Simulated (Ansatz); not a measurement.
TePdSe: equation of state with PBE

Crystal: TePdSe.

```
Te Pd Se
1.0
     3.92744    0.00000    0.00000
    -1.96372    3.40126    0.00000
     0.00000    0.00000    5.02889
Te Pd Se
1 1 1
Direct
  0.00000 0.00000 0.73055
  0.33333 0.66667 0.00891
  0.66667 0.33333 0.26054
```

The cell comes from a database or a generator and needn't be the stable form of this composition.

```yaml
Program: Ansatz 0.2.0
Task: equation of state
Functional: PBE
Potentials_or_basis: Ansatz PAW
Cutoff: 420 eV
Density_cutoff: 1680 eV
k_mesh: 8 × 8 × 5
Occupations: fermi-dirac, width 0.05 eV
Spin: no spin polarisation
```

| Property | Result |
| --- | --- |
| Equilibrium volume | 22.78 Å³/atom |
| Bulk modulus at fixed shape and positions | 89 GPa |
| Pressure derivative of the bulk modulus | 5.0 |

Energy against volume, from the lowest point:
```tsv
volume (Å³/atom)	energy (meV/atom)
21.049	42.56
21.497	22.39
21.945	9.07
22.392	1.83
22.840	0.00
23.288	2.99
23.736	10.25
```

All runs of the series together: 24 s on 2 threads of Arm Neoverse V2, on a shared host.

Caveat: the cell was scaled at fixed shape and fractional positions, which overstates the stiffness of a crystal with free parameters, most of all of layers and chains. The run has no spin-orbit coupling, so splittings on Te are missing.
